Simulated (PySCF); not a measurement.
# C3H10GeO: geometry, NMR shifts, spin-spin couplings, electronic excitations and core binding energies

What NMR shifts, spin-spin couplings, electronic excitations and core binding energies should C3H10GeO (`CC(C)[O][GeH3]`) show?

Computed with PySCF 2.14.0, with density-fitted response routines of our own, on a single molecule in the gas phase. Atoms count from 0, in the outputs and in this text.

### 1 Starting geometry

15 atoms, charge 0, multiplicity 1; geometry from: GFN2-xTB. The atoms were then displaced at random by about 0.03 Å, so the start is not that level's minimum.

Bonds of the start (Å): C0–C1 1.43, C1–C2 1.55, C1–O3 1.49, O3–Ge4 1.63, C0–H5 1.14, C0–H6 1.11, C0–H7 1.15, C1–H8 1.16, C2–H9 1.12, C2–H10 1.11, C2–H11 1.01, Ge4–H12 1.45, Ge4–H13 1.42, Ge4–H14 1.51.

### 2 Relaxing the molecule at PBE0-D3(BJ)/def2-SVP

What the job is given:

```
{"job": {"xc": "PBE0", "basis": "def2-SVP", "d3": "d3bj", "grid": 1, "shake": 0.03, "kind": "geom"}, "charge": 0, "multiplicity": 1}
C     -1.009470     1.300080     0.229010
C     -0.361890     0.046750     0.464900
C     -1.387580    -1.106960     0.568350
O      0.631390    -0.188540    -0.626350
Ge     2.258440    -0.303890    -0.614240
H     -1.762480     1.611080     1.027620
H     -1.604360     1.303660    -0.710450
H     -0.303490     2.202780     0.109910
H      0.215950     0.161990     1.468100
H     -0.791940    -2.038260     0.771920
H     -2.020700    -0.948940     1.464080
H     -1.894350    -1.178010    -0.298510
H      2.647840    -1.403590     0.243380
H      2.496160    -0.473420    -2.008340
H      2.844880     0.955140    -0.031650
```

Run with:

```sh
> OMP_NUM_THREADS=1 python probes_run.py task.json out
```

This one command runs all jobs of the session in turn.

Standard output:

```text
step   0  E = -2271.63316153  max force = 0.148667
step   1  E = -2271.67791789  max force = 0.015884
step   2  E = -2271.68001249  max force = 0.005998
step   3  E = -2271.68062207  max force = 0.002628
step   4  E = -2271.68071041  max force = 0.001642
step   5  E = -2271.68074607  max force = 0.000650
step   6  E = -2271.68075044  max force = 0.000145
optimisation converged
```

Wall time 49 s (1 thread of Intel Xeon Platinum 8488C, shared host); peak memory 0.53 GiB.

Along the way:

```csv
step,energy from step 0 (eV),largest force component (eV/Å)
0,0.0000,7.6448
1,-1.2179,0.8168
2,-1.2749,0.3084
3,-1.2915,0.1351
4,-1.2939,0.0844
5,-1.2948,0.0334
6,-1.2950,0.0075
```

Close pairs (by a distance rule), those that changed most:

```csv
bond,before (Å),after (Å),change (Å)
O3–Ge4,1.631,1.780,+0.149
Ge4–H13,1.424,1.533,+0.109
Ge4–H12,1.448,1.544,+0.096
C2–H11,1.007,1.101,+0.094
C0–C1,1.430,1.519,+0.088
C1–O3,1.494,1.417,-0.077
C1–H8,1.163,1.111,-0.052
C0–H7,1.152,1.100,-0.052
```

The next job starts from the end point, and lists it.

```csv
at the end point,value
"rotational constants (GHz, main isotopes)","6.950, 1.478, 1.314"
dipole moment (D),1.10
```

### 3 Shielding tensors: PBE0/pcSseg-1

What the job is given:

```
{"job": {"kind": "nmr", "xc": "PBE0", "basis": "pcSseg-1"}, "charge": 0, "multiplicity": 1}
C     -1.054186     1.385971     0.235594
C     -0.345413     0.054889     0.414803
C     -1.310435    -1.102210     0.602939
O      0.448431    -0.198233    -0.731313
Ge     2.219479    -0.303442    -0.588298
H     -1.689365     1.622788     1.102940
H     -1.687412     1.352743    -0.664525
H     -0.324193     2.199002     0.107086
H      0.291323     0.123070     1.322997
H     -0.760399    -2.047122     0.724144
H     -1.947381    -0.952686     1.488147
H     -1.956665    -1.196299    -0.283365
H      2.587645    -1.462336     0.363270
H      2.720133    -0.561126    -2.014374
H      2.766838     1.024861    -0.022313
```

Level: GIAO PBE0/pcSseg-1 NMR shielding, non-relativistic, gas phase.

Standard output:

```text
coarse grid: 52856 points
cycle   1  E = -2271.6904230860  dE = -3.869e-01  |g| = 1.112e+00  |ddm| = 3.300e+00
cycle   2  E = -2271.4090480914  dE =  2.814e-01  |g| = 1.615e+00  |ddm| = 1.865e+00
cycle   3  E = -2271.8164874760  dE = -4.074e-01  |g| = 3.069e-01  |ddm| = 1.489e+00
cycle   4  E = -2271.8327443875  dE = -1.626e-02  |g| = 6.940e-02  |ddm| = 2.401e-01
cycle   5  E = -2271.8333443959  dE = -6.000e-04  |g| = 1.147e-02  |ddm| = 5.503e-02
cycle   6  E = -2271.8333666465  dE = -2.225e-05  |g| = 4.298e-03  |ddm| = 1.256e-02
cycle   7  E = -2271.8333706705  dE = -4.024e-06  |g| = 7.045e-04  |ddm| = 3.496e-03
final grid: 111592 points
cycle   8  E = -2271.8333425054  dE = -3.604e-08  |g| = 7.674e-04  |ddm| = 2.160e-03
cycle   9  E = -2271.8333424328  dE =  7.260e-08  |g| = 9.776e-04  |ddm| = 1.546e-03
cycle  10  E = -2271.8333426399  dE = -2.071e-07  |g| = 1.273e-04  |ddm| = 8.539e-04
cycle  11  E = -2271.8333426428  dE = -2.923e-09  |g| = 2.510e-05  |ddm| = 1.009e-04
cycle  12  E = -2271.8333426429  dE = -1.028e-10  |g| = 3.185e-06  |ddm| = 2.183e-05
converged SCF energy = -2271.8333426429

GIAO shielding tensors (ppm)
atom      isotropic    diamagn.    paramagn.     s11        s22        s33       span
  0 C      158.290     247.479     -89.189    139.780    151.040    184.050     44.270
  1 C      113.620     242.723    -129.103     87.012     97.482    156.365     69.353
  2 C      158.074     247.314     -89.239    139.498    150.698    184.026     44.528
  3 O      301.251     403.874    -102.624    271.103    293.853    338.796     67.692
  4 Ge    1413.942    2756.524   -1342.582   1292.895   1310.687   1638.245    345.350
  5 H       30.398      29.638       0.760     26.276     27.889     37.028     10.753
  6 H       30.134      30.061       0.073     27.392     28.160     34.850      7.458
  7 H       29.891      30.373      -0.482     25.544     28.822     35.307      9.763
  8 H       27.821      32.622      -4.801     24.083     28.291     31.088      7.005
  9 H       29.895      30.197      -0.302     25.591     28.725     35.369      9.778
 10 H       30.396      29.531       0.866     26.288     27.883     37.018     10.731
 11 H       30.124      29.968       0.156     27.358     28.181     34.834      7.476
 12 H       26.296      28.610      -2.315     19.682     22.765     36.441     16.759
 13 H       26.402      28.160      -1.758     19.943     21.977     37.285     17.342
 14 H       26.291      28.657      -2.366     19.661     22.839     36.373     16.711
```

It took 22 s on 1 thread of Intel Xeon Platinum 8488C, shared host; peak memory 0.92 GiB.

The references, computed at this level on geometries of the same kind, shield at (ppm): 1H TMS 31.27, 13C TMS 184.4, 17O H2O 334.6, 73Ge GeMe4 1330. Their shielding less the atom's gives the shift. The references are single molecules in the gas phase, so shifts against H2O, NH3, PH3, H3PO4 or CFCl3 are not on the usual liquid scales and can be off by tens of ppm. Atoms listed in one row are averaged.

```csv
atoms,environment,σ (ppm),δ (ppm)
C1,sp3 CH bonded to O,113.6,70.8
"C0, C2",methyl carbon,158.2,26.2
"H12, H13, H14",hydrogen on a germanium bonded to O,26.33,4.94
H8,hydrogen on an sp3 CH bonded to O,27.82,3.45
"H5, H6, H7, H9, H10, H11",hydrogen on a methyl carbon,30.14,1.13
O3,"oxygen bonded to C, Ge",301.3,33.3
Ge4,"germanium bonded to O, 3 H",1414,-84
```

Charges from the same density, by scheme (e):

```csv
atoms,Mulliken,IAO,Hirshfeld,ESP fit
"C0, C2",-0.22,-0.42,-0.13,-0.65
C1,-0.05,0.12,0.04,0.68
O3,-0.71,-0.62,-0.24,-0.50
Ge4,0.49,0.71,0.38,0.42
```

Mayer bond orders: C0–C1 1.04, C1–C2 1.04, C1–O3 0.87, O3–Ge4 0.83.

The fields below are evaluated on a grid from the run's orbitals.

Frontier orbitals at PBE0/pcSseg-1, with the share of their density that lies nearest to each atom:

```csv
orbital,energy (eV),lies on
HOMO,-7.63,"O3 60 %; H12, H14 about 7 % each"
LUMO,0.47,"Ge4 19 %; H12, H13, H14 about 15 % each; O3 12 %"
```

ELF in a plane through or near 6 of the atoms.

Ten even steps from '0' (0.00) to '9' (1.00):
```
0000000000000000000000000000
0000000000000000000000000000
0000000000000000000000000000
0000000000000167510000000000
0000000110000899940000000000
0000003563000899952100000000
0000015884000189536641000000
0000015774111036617762000000
0000024211243258646641000000
0000121446276714731000000000
0000122475166724720000000000
0000014322233158546530000000
0000025785100045917751000000
0000016885000389347751000000
0000003663001999942210000000
0000000110001999820000000000
0000000000000277300000000000
0000000000000000000000000000
0000000000000000000000000000
0000000000000000000000000000
```
The map spans 11.7 Å across and 9.5 Å up, centred on the molecule. Atoms in the plane (x, y in Å): C0 (1.2, -1.3), C1 (0.4, 0.0), C2 (1.2, 1.3), Ge4 (-2.4, 0.0), H7 (0.6, -2.2), H9 (0.7, 2.2).

On the surface of density 0.002 e/bohr³ the electrostatic potential runs, from the 1st to the 99th percentile, from -1.50 V near O3 to 1.15 V near H13.

### 4 Indirect couplings: B3LYP/pcSseg-1+pcJ-1

The job, as its differences from that of step 3:

```diff
@@ -1,2 +1,2 @@
-{"job": {"kind": "nmr", "xc": "PBE0", "basis": "pcSseg-1"}, "charge": 0, "multiplicity": 1}
+{"job": {"kind": "j", "xc": "B3LYP", "basis": "pcJ-1"}, "charge": 0, "multiplicity": 1}
 C     -1.054186     1.385971     0.235594
```

Method: B3LYP/pcJ-1 Ge:pcSseg-1 indirect spin-spin coupling, non-relativistic, gas phase.

Standard output:

```text
coarse grid: 52856 points
cycle   1  E = -2272.2495092956  dE = -4.102e-01  |g| = 1.218e+00  |ddm| = 3.009e+00
cycle   2  E = -2271.7869102734  dE =  4.626e-01  |g| = 1.950e+00  |ddm| = 2.279e+00
cycle   3  E = -2272.3942029020  dE = -6.073e-01  |g| = 3.986e-01  |ddm| = 1.918e+00
cycle   4  E = -2272.4209661638  dE = -2.676e-02  |g| = 8.929e-02  |ddm| = 3.051e-01
cycle   5  E = -2272.4219551972  dE = -9.890e-04  |g| = 1.822e-02  |ddm| = 7.237e-02
cycle   6  E = -2272.4220204794  dE = -6.528e-05  |g| = 6.730e-03  |ddm| = 2.008e-02
cycle   7  E = -2272.4220299701  dE = -9.491e-06  |g| = 1.117e-03  |ddm| = 5.088e-03
final grid: 111592 points
cycle   8  E = -2272.4219576758  dE =  5.424e-08  |g| = 1.383e-03  |ddm| = 2.988e-03
cycle   9  E = -2272.4219572554  dE =  4.204e-07  |g| = 2.000e-03  |ddm| = 2.889e-03
cycle  10  E = -2272.4219580974  dE = -8.421e-07  |g| = 3.027e-04  |ddm| = 1.710e-03
cycle  11  E = -2272.4219581136  dE = -1.614e-08  |g| = 4.211e-05  |ddm| = 2.180e-04
cycle  12  E = -2272.4219581139  dE = -2.897e-10  |g| = 6.291e-06  |ddm| = 3.967e-05
converged SCF energy = -2272.4219581139

Indirect spin-spin couplings (Hz)
  i      j    bonds     total        FC       PSO       DSO        SD
  0 C    1 C    1     41.419    42.011    -0.850     0.258         -
  0 C    2 C    2      2.329     2.544    -0.222     0.007         -
  0 C    3 O    2     -6.400    -6.672     0.311    -0.039         -
  0 C    5 H    1    128.920   127.011     1.217     0.691         -
  0 C    6 H    1    134.592   132.816     1.041     0.736         -
  0 C    7 H    1    134.595   132.754     1.103     0.738         -
  0 C    8 H    2     -0.232    -0.209    -0.022    -0.002         -
  0 C    9 H    3     10.401    10.416     0.411    -0.425         -
  0 C   10 H    3      0.861     0.846    -0.000     0.016         -
  0 C   11 H    3      4.154     4.148    -0.024     0.030         -
  0 C   13 H    4     -0.205     0.011     0.193    -0.409         -
  0 C   14 H    4     -0.194    -0.238    -0.002     0.045         -
  1 C    2 C    1     41.488    42.081    -0.850     0.258         -
  1 C    3 O    1     21.569    22.415    -0.642    -0.203         -
  1 C    5 H    2      1.040     0.961     0.060     0.019         -
  1 C    6 H    2     -6.028    -6.084     0.010     0.046         -
  1 C    7 H    2     -5.101    -5.116    -0.032     0.047         -
  1 C    8 H    1    137.828   136.469    -0.050     1.409         -
  1 C    9 H    2     -5.170    -5.185    -0.030     0.045         -
  1 C   10 H    2      1.035     0.958     0.058     0.019         -
  1 C   11 H    2     -6.039    -6.093     0.009     0.045         -
  1 C   12 H    3      0.607     0.692    -0.009    -0.076         -
  1 C   13 H    3      7.170     7.662     0.286    -0.777         -
  1 C   14 H    3      0.692     0.771    -0.014    -0.064         -
  2 C    3 O    2     -6.839    -7.100     0.300    -0.039         -
  2 C    5 H    3      0.901     0.885    -0.002     0.017         -
  2 C    6 H    3      4.076     4.070    -0.021     0.027         -
  2 C    7 H    3     10.417    10.431     0.411    -0.425         -
  2 C    8 H    2     -0.375    -0.349    -0.022    -0.003         -
  2 C    9 H    1    134.870   133.042     1.095     0.734         -
  2 C   10 H    1    128.995   127.088     1.218     0.690         -
  2 C   11 H    1    134.530   132.754     1.042     0.734         -
  2 C   12 H    4     -0.191    -0.222     0.012     0.019         -
  3 O    5 H    3    -10.214   -10.276    -0.112     0.174         -
  3 O    6 H    3     -1.738    -1.573    -0.013    -0.152         -
  3 O    7 H    3     -1.457    -1.325     0.001    -0.134         -
  3 O    8 H    2     -2.210    -1.543    -0.586    -0.082         -
  3 O    9 H    3     -1.559    -1.426     0.006    -0.138         -
  3 O   10 H    3    -10.614   -10.671    -0.116     0.173         -
  3 O   11 H    3     -1.722    -1.552    -0.018    -0.151         -
  3 O   12 H    2     -2.704    -2.937    -0.138     0.370         -
  3 O   13 H    2    -17.135   -17.262    -0.140     0.267         -
  3 O   14 H    2     -2.505    -2.737    -0.140     0.371         -
  5 H    6 H    2    -13.507   -13.741     2.560    -2.325         -
  5 H    7 H    2    -13.507   -13.785     2.586    -2.309         -
  5 H    8 H    3      2.221     2.022     0.160     0.038         -
  5 H    9 H    4      0.479     0.464     1.463    -1.448         -
  5 H   10 H    4      0.851     0.755    -1.083     1.178         -
  5 H   11 H    4     -0.201    -0.193     0.500    -0.508         -
  5 H   13 H    5     -0.479     0.236     0.986    -1.700         -
  6 H    7 H    2    -13.413   -13.726     2.447    -2.134         -
  6 H    8 H    3     13.617    13.488     2.607    -2.479         -
  6 H    9 H    4     -0.284    -0.310     1.499    -1.472         -
  6 H   10 H    4     -0.195    -0.187     0.525    -0.533         -
  6 H   11 H    4     -0.177    -0.342    -1.206     1.371         -
  6 H   12 H    5     -0.281     0.399     0.981    -1.661         -
  6 H   13 H    5     -0.506    -0.021     0.505    -0.990         -
  6 H   14 H    5     -0.153    -0.065     0.598    -0.686         -
  7 H    8 H    3      5.039     4.755     0.110     0.174         -
  7 H    9 H    4      3.737     3.732     1.746    -1.742         -
  7 H   10 H    4      0.445     0.427     1.455    -1.437         -
  7 H   11 H    4     -0.270    -0.299     1.502    -1.474         -
  7 H   12 H    5     -0.954    -0.003     0.623    -1.574         -
  7 H   13 H    5     -0.831     0.063     0.385    -1.279         -
  7 H   14 H    5      0.654    -0.018    -0.900     1.572         -
  8 H    9 H    3      4.941     4.665     0.124     0.152         -
  8 H   10 H    3      2.322     2.125     0.144     0.054         -
  8 H   11 H    3     13.656    13.530     2.608    -2.482         -
  8 H   12 H    4      0.223    -0.131    -0.855     1.209         -
  8 H   13 H    4     -2.247     0.256     1.157    -3.661         -
  8 H   14 H    4      0.198    -0.138    -0.831     1.167         -
  9 H   10 H    2    -13.450   -13.719     2.597    -2.328         -
  9 H   11 H    2    -13.422   -13.726     2.453    -2.149         -
  9 H   12 H    5      0.577    -0.011    -0.794     1.383         -
  9 H   13 H    5     -0.780     0.077     0.397    -1.254         -
  9 H   14 H    5     -0.928    -0.009     0.652    -1.571         -
 10 H   11 H    2    -13.474   -13.706     2.565    -2.334         -
 10 H   12 H    5     -0.152    -0.240     0.532    -0.445         -
 10 H   13 H    5     -0.442     0.263     0.983    -1.688         -
 11 H   12 H    5     -0.182    -0.054     0.635    -0.762         -
 11 H   13 H    5     -0.498    -0.021     0.516    -0.994         -
 11 H   14 H    5     -0.245     0.398     0.970    -1.613         -
 12 H   13 H    2     21.620    25.151     1.150    -4.681         -
 12 H   14 H    2     28.577    31.781     1.018    -4.222         -
 13 H   14 H    2     21.403    24.937     1.149    -4.684         -
```

Wall time 44 s (1 thread of Intel Xeon Platinum 8488C, shared host); peak memory 1 GiB.

Couplings of 1 Hz or more, nine at most for each number of bonds, with means over like pairs (isotopes 13C, 1H, 17O):

```csv
pair,bonds,J (Hz),Fermi contact (Hz)
C1–H8,1,137.8,136.5
C0–H5,1,132.8,130.9
C0–C1,1,41.5,42.0
C1–O3,1,21.6,22.4
H12–H13,2,23.9,27.3
H5–H6,2,-13.5,-13.7
O3–H12,2,-7.4,-7.6
C0–O3,2,-6.6,-6.9
C1–H5,2,-3.4,-3.4
C0–C2,2,2.3,2.5
O3–H8,2,-2.2,-1.5
H5–H8,3,7.0,6.8
C0–H9,3,5.1,5.1
O3–H5,3,-4.6,-4.5
C1–H12,3,2.8,3.0
```

The spin-dipole term was not solved, so all couplings lack that part.

The response was solved for the nuclei of C, H alone, so couplings that need other nuclei can be missing.

Quadrupole couplings from the field gradients of the same density:

```csv
atom,isotope,eQq/h (MHz),η
Ge4,73Ge,-60.4,0.07
O3,17O,-10.2,0.72
```

Joined with the shifts from before (PBE0/pcSseg-1, unscaled), the couplings predict the line list below for 400 MHz.

1H NMR δ 4.94 (s, 3H), 3.45 (sept, J = 7.0 Hz, 1H), 1.13 (d, J = 7.0 Hz, 6H).

### 5 TDDFT and polarisability: CAM-B3LYP/def2-SVPD

The job, as its differences from that of step 4:

```diff
@@ -1,2 +1,2 @@
-{"job": {"kind": "j", "xc": "B3LYP", "basis": "pcJ-1"}, "charge": 0, "multiplicity": 1}
+{"job": {"kind": "uv", "xc": "CAM-B3LYP", "basis": "def2-SVPD", "ip": true}, "charge": 0, "multiplicity": 1}
 C     -1.054186     1.385971     0.235594
```

Level: TDDFT CAM-B3LYP/def2-SVPD, vertical, gas phase, core orbitals frozen in the response.

Standard output:

```text
coarse grid: 52856 points
cycle   1  E = -2272.0845319465  dE = -2.881e-01  |g| = 8.015e-01  |ddm| = 5.182e+00
cycle   2  E = -2271.9628984280  dE =  1.216e-01  |g| = 1.158e+00  |ddm| = 2.704e+00
cycle   3  E = -2272.1963893999  dE = -2.335e-01  |g| = 1.129e-01  |ddm| = 1.563e+00
cycle   4  E = -2272.1984953918  dE = -2.106e-03  |g| = 3.814e-02  |ddm| = 1.820e-01
cycle   5  E = -2272.1987214929  dE = -2.261e-04  |g| = 4.282e-03  |ddm| = 4.544e-02
cycle   6  E = -2272.1987244825  dE = -2.990e-06  |g| = 1.601e-03  |ddm| = 1.004e-02
final grid: 111592 points
cycle   7  E = -2272.1986851886  dE = -1.902e-07  |g| = 1.482e-03  |ddm| = 8.328e-03
cycle   8  E = -2272.1986852352  dE = -4.653e-08  |g| = 1.432e-03  |ddm| = 3.949e-03
cycle   9  E = -2272.1986855862  dE = -3.511e-07  |g| = 4.924e-05  |ddm| = 1.861e-03
cycle  10  E = -2272.1986855868  dE = -5.343e-10  |g| = 1.271e-05  |ddm| = 1.000e-04
converged SCF energy = -2272.1986855868

Static polarisability (au): isotropic 73.286, principal 66.098 71.664 82.095

Singlet excitations
state   eV       nm        f      main configurations
  1   6.6363    186.8   0.00620   H->L+1 0.57, H->L 0.34
  2   7.2872    170.1   0.02568   H->L 0.57, H->L+1 0.39
  3   7.5879    163.4   0.03474   H-1->L+1 0.64, H-1->L 0.25
  4   7.9481    156.0   0.00012   H->L+3 0.72, H->L+2 0.23
  5   8.1556    152.0   0.01458   H-1->L 0.40, H-1->L+1 0.28, H->L+5 0.11
  6   8.3055    149.3   0.03594   H->L+2 0.64, H->L+3 0.21
  7   8.3958    147.7   0.03258   H->L+4 0.39, H-2->L 0.18, H-2->L+1 0.16
  8   8.4641    146.5   0.04978   H-2->L+1 0.32, H->L+4 0.28, H-1->L 0.15
  9   8.7979    140.9   0.00917   H->L+5 0.41, H-1->L+3 0.33, H->L+4 0.13
 10   8.8317    140.4   0.00939   H-3->L 0.20, H-3->L+1 0.19, H-1->L+3 0.10

Triplet excitations (Tamm-Dancoff, eV): 6.2792 7.0035 7.1237 7.7297
Vertical ionisation energy (delta-SCF) = 9.7632 eV
```

Wall time 94 s (1 thread of Intel Xeon Platinum 8488C, shared host); peak memory 1.1 GiB.

The orbitals next to the gap, with their largest atomic shares:

```csv
orbital,eV,atoms
HOMO−3,-11.22,"Ge4 20 %, C2 13 %, C0 13 %"
HOMO−2,-10.89,"Ge4 31 %, H13 26 %, C1 7 %"
HOMO−1,-9.86,"O3 45 %, C1 18 %, H8 12 %"
HOMO,-9.07,"O3 55 %, Ge4 10 %, C1 8 %"
LUMO,0.96,"Ge4 51 %, H14 13 %, H12 13 %"
LUMO+1,0.98,"Ge4 39 %, H12 8 %, H14 8 %"
LUMO+2,1.90,"Ge4 16 %, C2 14 %, C0 13 %"
```

With each of the 10 states as a Gaussian band of 0.4 eV half-width at 1/e, the curve within the window shown has maxima at 165 nm (ε 2,200), 148 nm (ε 5,300) L/(mol cm). Beyond the last state computed it falls off for lack of states. The curve at chosen wavelengths:

(nm, ε (L/mol/cm)): (136, 593), (139, 1544), (142, 3075), (144, 4196), (147, 5278), (150, 5020), (153, 3798), (155, 2961), (158, 2210), (161, 2082), (164, 2188), (166, 2202), (169, 2022), (172, 1641), (175, 1198), (177, 934), (180, 636), (183, 457), (186, 356), (188, 308), (191, 245), (194, 184), (197, 127), (199, 94), (202, 56), (205, 30)

Leading natural transition orbitals of singlet state 8: the hole lies on H13 43 %; Ge4 10 %; H8, H12, H14 about 8 % each; the particle on H12, H13, H14 about 17 % each; Ge4 17 %; O3 12 %.

Leading natural transition orbitals of singlet state 1: the hole lies on O3 61 %; H12, H14 about 10 % each; the particle on Ge4 17 %; H12, H13, H14 about 16 % each; O3 14 %.

Further results of this job:

```csv
property,computed
dipole moment (D),1.18
polarisability (Å³),10.86
HOMO–LUMO gap (eV),10.03
−ε(HOMO) (eV),9.07
```

(Part 1 of 2 ends here.)
